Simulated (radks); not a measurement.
# Valence configurations of B⁺

NIST gives [He] 2s2 as the ground configuration of B⁺. Does this level of theory agree? Several fillings of the valence shells are run.

Program: radks (a radial shooting solver on a logarithmic mesh, Libxc functionals) version 1. Level of theory: scalar-relativistic Kohn-Sham, r2SCAN, spin-unpolarised, spherical densities, finite nucleus. These are calculated values, not measurements, unless marked.

## (1) The atom as given

```
element            : boron (Z = 5)
charge             : +1
electrons          : 4
configuration      : [He] 2s2
nuclear rms radius : 2.406 fm
others tried       : 2p2; 2s1.5 2p0.5; 2s0.5 2p1.5; 2s1 2p1
```

Outer shells as boxes (Hund's rule):

B⁺
```
[He] core
2s [↑↓]
```

## (2) [He] 2s2

The run's settings:

```text
Z 5
configuration [He] 2s2
relativity scalar-relativistic
functional r2scan,r2scan
spin unpolarised
nucleus finite rms 2.406 fm
c 137.035999084
```

## (3) [He] 2p2

Input: that of step 2 with these lines changed.

```diff
@@ -1,3 +1,3 @@
 Z 5
-configuration [He] 2s2
+configuration [He] 2p2
 relativity scalar-relativistic
```

## (4) [He] 2s1.5 2p0.5

Input: that of step 3 with these lines changed.

```diff
@@ -1,3 +1,3 @@
 Z 5
-configuration [He] 2p2
+configuration [He] 2s1.5 2p0.5
 relativity scalar-relativistic
```

## (5) [He] 2s0.5 2p1.5

Input: that of step 4 with these lines changed.

```diff
@@ -1,3 +1,3 @@
 Z 5
-configuration [He] 2s1.5 2p0.5
+configuration [He] 2s0.5 2p1.5
 relativity scalar-relativistic
```

## (6) [He] 2s1 2p1

Input: that of step 5 with these lines changed.

```diff
@@ -1,3 +1,3 @@
 Z 5
-configuration [He] 2s0.5 2p1.5
+configuration [He] 2s1 2p1
 relativity scalar-relativistic
```

**Question.** What will these runs give? Wanted: for each run, valence; E − E(NIST configuration); highest level; its energy; 1s shift.

As calculated:

```csv
valence,E − E(NIST configuration) (eV),highest level,its energy (eV),1s shift (eV)
2s2,0.000,2s,-19.732,+0.00
2s1.5 2p0.5,3.409,2p,-13.000,-0.34
2s1 2p1,6.831,2p,-13.122,-0.69
2s0.5 2p1.5,10.223,2p,-13.236,-1.04
2p2,13.547,2p,-13.288,-1.36
```

**Reading.** Theory agrees with NIST among these: the next, 2s1.5 2p0.5, lies 3.409 eV higher. The energies are those of spherical spin-averaged densities, not of single terms. The 1s eigenvalue shifts by up to 1.36 eV as the valence charge is rearranged.
